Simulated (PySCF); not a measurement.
# C₆H₉NO: a tour of settings

Aim: see how C₆H₉NO (`CC(=O)N1CC=CC1`) answers to the choice of functional, basis, grid and SCF options.

Computed with PySCF 2.14.0, with density-fitted response routines of our own, on a single molecule, in the gas phase or a continuum. Atoms count from 0, in the outputs and in this text.

## 1. The molecule as given

17 atoms, charge 0, multiplicity 1; geometry from: GFN2-xTB.

Bonds of the start (Å): C0–C1 1.51, C1–O2 1.22, C1–N3 1.35, N3–C4 1.46, C4–C5 1.49, C5–C6 1.32, C6–C7 1.50, C7–N3 1.45, C0–H8 1.09, C0–H9 1.09, C0–H10 1.09, C4–H11 1.10, C4–H12 1.10, C5–H13 1.07, C6–H14 1.07, C7–H15 1.10, C7–H16 1.10.

## 2. Shielding tensors: PBE0/pcSseg-1

The job: settings as JSON, then the geometry in Å.

```
{"job": {"kind": "nmr", "xc": "PBE0", "basis": "pcSseg-1"}, "charge": 0, "multiplicity": 1}
C      2.397232    -0.264281    -0.248424
C      1.305071     0.782397    -0.210357
O      1.518703     1.973921    -0.328982
N      0.054622     0.307590    -0.032479
C     -1.084179     1.211945     0.025189
C     -2.236920     0.285952     0.225672
C     -1.835411    -0.971910     0.280987
C     -0.348689    -1.074747     0.124564
H      2.226660    -0.961527    -1.065867
H      2.421760    -0.821782     0.685475
H      3.351103     0.234124    -0.394208
H     -0.966518     1.925927     0.849257
H     -1.162216     1.793573    -0.901321
H     -3.244004     0.650538     0.307839
H     -2.444881    -1.846368     0.417454
H     -0.076558    -1.679033    -0.751719
H      0.117227    -1.534289     1.007008
```

Method: GIAO PBE0/pcSseg-1 NMR shielding, non-relativistic, gas phase.

Command:

```bash
$ OMP_NUM_THREADS=1 python probes_run.py task.json out
```

The driver reads the jobs from task.json and runs them one after another.

Standard output:

```text
coarse grid: 14248 points
cycle   1  E = -363.3541153232  dE =  1.399e+00  |g| = 8.523e-01  |ddm| = 3.724e+00
cycle   2  E = -362.8672237048  dE =  4.869e-01  |g| = 1.782e+00  |ddm| = 2.649e+00
cycle   3  E = -363.4946368318  dE = -6.274e-01  |g| = 1.945e-01  |ddm| = 2.077e+00
cycle   4  E = -363.5023895560  dE = -7.753e-03  |g| = 7.914e-02  |ddm| = 2.167e-01
cycle   5  E = -363.5036456323  dE = -1.256e-03  |g| = 2.326e-02  |ddm| = 6.563e-02
cycle   6  E = -363.5037540562  dE = -1.084e-04  |g| = 5.853e-03  |ddm| = 1.809e-02
cycle   7  E = -363.5037609895  dE = -6.933e-06  |g| = 1.275e-03  |ddm| = 4.682e-03
final grid: 137800 points
cycle   8  E = -363.5611038700  dE = -3.369e-05  |g| = 1.361e-02  |ddm| = 3.851e-02
cycle   9  E = -363.5610141143  dE =  8.976e-05  |g| = 2.553e-02  |ddm| = 2.982e-02
cycle  10  E = -363.5611410988  dE = -1.270e-04  |g| = 2.980e-03  |ddm| = 2.097e-02
cycle  11  E = -363.5611429598  dE = -1.861e-06  |g| = 2.644e-04  |ddm| = 2.240e-03
cycle  12  E = -363.5611429698  dE = -1.003e-08  |g| = 1.559e-04  |ddm| = 3.473e-04
cycle  13  E = -363.5611429750  dE = -5.220e-09  |g| = 5.120e-05  |ddm| = 1.591e-04
cycle  14  E = -363.5611429756  dE = -6.114e-10  |g| = 1.512e-05  |ddm| = 5.565e-05
converged SCF energy = -363.5611429756

GIAO shielding tensors (ppm)
atom      isotropic    diamagn.    paramagn.     s11        s22        s33       span
  0 C      162.690     251.456     -88.766    141.394    157.057    189.621     48.227
  1 C       17.878     245.928    -228.050    -67.183     26.905     93.912    161.095
  2 O     -109.506     401.106    -510.612   -425.166   -201.735    298.384    723.551
  3 N      133.940     336.410    -202.470     34.096    116.443    251.281    217.185
  4 C      128.860     243.099    -114.239    108.290    126.599    151.692     43.402
  5 C       50.609     257.576    -206.967    -58.802     65.160    145.469    204.271
  6 C       54.241     256.396    -202.155    -52.357     75.871    139.208    191.565
  7 C      129.163     245.883    -116.719    106.243    127.673    153.574     47.330
  8 H       29.748      30.412      -0.664     25.917     29.468     33.860      7.942
  9 H       29.750      30.418      -0.669     25.918     29.475     33.855      7.937
 10 H       29.723      27.755       1.968     25.543     28.126     35.500      9.957
 11 H       27.302      29.923      -2.621     23.037     26.087     32.783      9.746
 12 H       27.292      29.918      -2.626     23.019     26.091     32.765      9.745
 13 H       25.588      30.368      -4.780     24.415     24.716     27.635      3.220
 14 H       25.812      30.544      -4.731     24.325     25.052     28.060      3.735
 15 H       27.406      31.143      -3.737     23.246     26.872     32.101      8.856
 16 H       27.408      31.147      -3.739     23.252     26.860     32.112      8.860
```

Run time: 31 s. Hardware: 1 thread of Arm Neoverse V1, shared host; peak memory 0.82 GiB.

Shifts follow as δ = σ(reference) − σ, with reference shieldings (ppm) from runs at the same level and on the same kind of geometry: 1H TMS 31.72, 13C TMS 186.9, 15N NH3 267.7, 17O H2O 336.1. The references are single molecules in the gas phase, so shifts against H2O, NH3, PH3, H3PO4 or CFCl3 are not on the usual liquid scales and can be off by tens of ppm. Atoms listed in one row are averaged.

| atoms | environment | σ (ppm) | δ (ppm) | δ scaled to CDCl3 |
| --- | --- | --- | --- | --- |
| C1 | amide carbonyl carbon | 17.9 | 169.0 | 163.1 |
| C5 | alkene CH | 50.6 | 136.3 | 131.1 |
| C6 | alkene CH | 54.2 | 132.7 | 127.6 |
| C4 | allylic sp3 CH2 bonded to N | 128.9 | 58.1 | 54.8 |
| C7 | allylic sp3 CH2 bonded to N | 129.2 | 57.8 | 54.5 |
| C0 | methyl carbon α to a carbonyl | 162.7 | 24.2 | 21.7 |
| H13 | hydrogen on an alkene CH | 25.59 | 6.13 | 5.88 |
| H14 | hydrogen on an alkene CH | 25.81 | 5.90 | 5.67 |
| H11, H12 | hydrogen on an allylic sp3 CH2 bonded to N | 27.30 | 4.42 | 4.27 |
| H15, H16 | hydrogen on an allylic sp3 CH2 bonded to N | 27.41 | 4.31 | 4.17 |
| H8, H9, H10 | hydrogen on a methyl carbon α to a carbonyl | 29.74 | 1.98 | 1.97 |
| O2 | amide-type carbonyl oxygen | -109.5 | 445.6 | – |
| N3 | amide-type nitrogen | 133.9 | 133.8 | – |

The scaled column applies a straight-line fit of computed shieldings to shifts measured in CDCl3 (root-mean-square error 0.16 ppm for H, 1.9 ppm for C).

Charges from the same density, by scheme (e):

| atoms | Mulliken | IAO | Hirshfeld | ESP fit |
| --- | --- | --- | --- | --- |
| C0 | -0.28 | -0.48 | -0.13 | -0.59 |
| C1 | 0.40 | 0.43 | 0.17 | 0.68 |
| O2 | -0.45 | -0.51 | -0.30 | -0.60 |
| N3 | -0.73 | -0.19 | -0.05 | -0.23 |
| C4 | 0.12 | -0.16 | -0.02 | 0.09 |
| C5 | -0.16 | -0.15 | -0.04 | -0.22 |
| C6 | -0.17 | -0.16 | -0.05 | -0.27 |
| C7 | 0.11 | -0.16 | -0.02 | 0.14 |

Mayer bond orders: C0–C1 1.02, C1–O2 1.91, C1–N3 1.13, N3–C4 0.90, C4–C5 1.03, C5–C6 1.89, C6–C7 1.04, C7–N3 0.90.

Ring of atoms N3, C4, C5, C6, C7: NICS(0) -3.6, NICS(1) -2.5, NICS(1)zz -2.8 ppm (means of both faces).

Orbitals, density, ELF and potential are computed afterwards from the orbital file.

Frontier orbitals at PBE0/pcSseg-1, with the share of their density that lies nearest to each atom:

| orbital | energy (eV) | lies on |
| --- | --- | --- |
| HOMO | -6.75 | N3 37 %; O2 20 %; 4 H atoms about 6 % each |
| LUMO | 0.13 | C5, C6 about 32 % each; H13, H14 about 9 % each |

ELF in a plane through or near 11 of the atoms.

Ten even steps from ' ' (0.00) to '@' (1.00):
```
                                                        
                                                        
                                                        
                                    --**--              
                                  ::@@@@@@**            
                        ..----....**@@@@@@@@..          
              ......    --**++==****@@@@@@**            
            ..--++==..  ::++**==@@::::##++..            
        ..--======++--  ..**==++##--==##::              
      ..##@@@@++%%::**..--##%%--..****==++####--        
      ==@@@@@@@@--%%@@==##::--++::**::..@@@@@@@@..      
      --@@@@@@@@++%%::--%%++####++@@**++@@@@@@@@::      
        ++%%++    --**==--::++::**--++--##@@@@##        
                ==##++##++  ::++++++::    --==..        
              ==%%%%==**%%::  ==++--..                  
              --**%%%%%%##--                            
                ::==++++==..                            
                    ....                                
                                                        
                                                        
```
The map spans 11.9 Å across and 9.3 Å up, centred on the molecule. Atoms in the plane (x, y in Å): C0 (-2.4, 0.2), C1 (-1.3, -0.8), O2 (-1.5, -2.0), N3 (0.0, -0.3), C4 (1.1, -1.2), C5 (2.3, -0.2), C6 (1.8, 1.0), C7 (0.3, 1.1), H10 (-3.4, -0.3), H13 (3.3, -0.5), H14 (2.4, 1.9).

On the surface of density 0.002 e/bohr³ the electrostatic potential runs, from the 1st to the 99th percentile, from -2.17 V near O2 to 1.10 V near H14.

## 3. TDDFT and polarisability: PBE0/def2-SVPD

The job, as its differences from that of step 2:

```diff
@@ -1,2 +1,2 @@
-{"job": {"kind": "nmr", "xc": "PBE0", "basis": "pcSseg-1"}, "charge": 0, "multiplicity": 1}
+{"job": {"kind": "uv", "xc": "PBE0", "basis": "def2-SVPD", "nstates": 6, "ntriplets": 2}, "charge": 0, "multiplicity": 1}
 C      2.397232    -0.264281    -0.248424
```

Level: TDDFT PBE0/def2-SVPD, vertical, gas phase, core orbitals frozen in the response.

Standard output:

```text
coarse grid: 14248 points
cycle   1  E = -363.1614016880  dE =  1.322e+00  |g| = 8.186e-01  |ddm| = 6.647e+00
cycle   2  E = -362.6638095969  dE =  4.976e-01  |g| = 1.766e+00  |ddm| = 3.518e+00
cycle   3  E = -363.2984257427  dE = -6.346e-01  |g| = 1.779e-01  |ddm| = 2.713e+00
cycle   4  E = -363.3048641053  dE = -6.438e-03  |g| = 7.967e-02  |ddm| = 3.753e-01
cycle   5  E = -363.3062006358  dE = -1.337e-03  |g| = 2.269e-02  |ddm| = 1.528e-01
cycle   6  E = -363.3063086199  dE = -1.080e-04  |g| = 5.252e-03  |ddm| = 3.892e-02
cycle   7  E = -363.3063144204  dE = -5.800e-06  |g| = 1.048e-03  |ddm| = 9.074e-03
final grid: 137800 points
cycle   8  E = -363.3623669492  dE = -4.402e-05  |g| = 1.270e-02  |ddm| = 1.853e-01
cycle   9  E = -363.3622854604  dE =  8.149e-05  |g| = 2.380e-02  |ddm| = 4.499e-02
cycle  10  E = -363.3624010345  dE = -1.156e-04  |g| = 2.868e-03  |ddm| = 2.759e-02
cycle  11  E = -363.3624028366  dE = -1.802e-06  |g| = 2.596e-04  |ddm| = 4.168e-03
cycle  12  E = -363.3624028477  dE = -1.112e-08  |g| = 1.426e-04  |ddm| = 8.593e-04
cycle  13  E = -363.3624028521  dE = -4.345e-09  |g| = 5.383e-05  |ddm| = 3.111e-04
cycle  14  E = -363.3624028528  dE = -7.103e-10  |g| = 1.473e-05  |ddm| = 1.266e-04
converged SCF energy = -363.3624028528

Static polarisability (au): isotropic 78.614, principal 56.308 87.743 91.790

Singlet excitations
state   eV       nm        f      main configurations
  1   5.7395    216.0   0.03354   H->L 0.97
  2   5.7657    215.0   0.00097   H-1->L+2 0.99
  3   6.1122    202.8   0.01262   H->L+1 0.98
  4   6.3196    196.2   0.00014   H-1->L 1.00
  5   6.6014    187.8   0.01752   H-1->L+1 0.95
  6   6.8067    182.2   0.13650   H->L+2 0.94

Triplet excitations (Tamm-Dancoff, eV): 4.3400 5.1758
```

It took 44 s on 1 thread of Arm Neoverse V1, shared host; peak memory 0.92 GiB.

Frontier orbitals and where they lie:

| orbital | eV | atoms |
| --- | --- | --- |
| HOMO−3 | -10.18 | O2 31 %, C1 19 %, C0 16 % |
| HOMO−2 | -7.93 | C6 30 %, C5 29 %, O2 11 % |
| HOMO−1 | -7.19 | O2 70 %, C1 10 %, C0 9 % |
| HOMO | -6.83 | N3 32 %, O2 17 %, C4 9 % |
| LUMO | 0.04 | C5 35 %, C6 33 %, C7 6 % |
| LUMO+1 | 0.44 | C7 15 %, C0 11 %, C1 10 % |
| LUMO+2 | 0.84 | C1 34 %, O2 27 %, N3 14 % |

With each of the 6 states as a Gaussian band of 0.4 eV half-width at 1/e, the curve within the window shown has maxima at 212 nm (ε 1,700), 182 nm (ε 6,100) L/(mol cm). Beyond the last state computed it falls off for lack of states. The curve at chosen wavelengths:

nm, ε (L/mol/cm) and a bar:
```
      174       3294 ################
      177       4801 #######################
      179       5583 ###########################
      182       6114 ##############################
      185       5792 ############################
      187       5211 #########################
      190       4087 ####################
      192       3341 ################
      195       2427 ###########
      198       1847 ########
      200       1639 #######
      203       1526 #######
      206       1556 #######
      208       1606 #######
      211       1664 ########
      214       1659 ########
      216       1609 #######
      219       1465 #######
      222       1259 ######
      224       1102 #####
      227        861 ####
      229        710 ###
      232        509 ##
      235        348 #
      237        263 
      240        167
```

Leading natural transition orbitals of singlet state 6: the hole lies on N3 29 %; O2 12 %; C5, C6 about 9 % each; the particle on C1 40 %; O2 23 %; N3 10 %.

Leading natural transition orbitals of singlet state 1: the hole lies on N3 44 %; O2 20 %; 4 H atoms about 6 % each; the particle on C5, C6 about 31 % each; H13, H14 about 10 % each.

Ground-state properties from the same run:

| property | computed |
| --- | --- |
| dipole moment (D) | 4.13 |
| polarisability (Å³) | 11.65 |
| HOMO–LUMO gap (eV) | 6.87 |
| −ε(HOMO) (eV) | 6.83 |

(Part 1 of 2 ends here.)
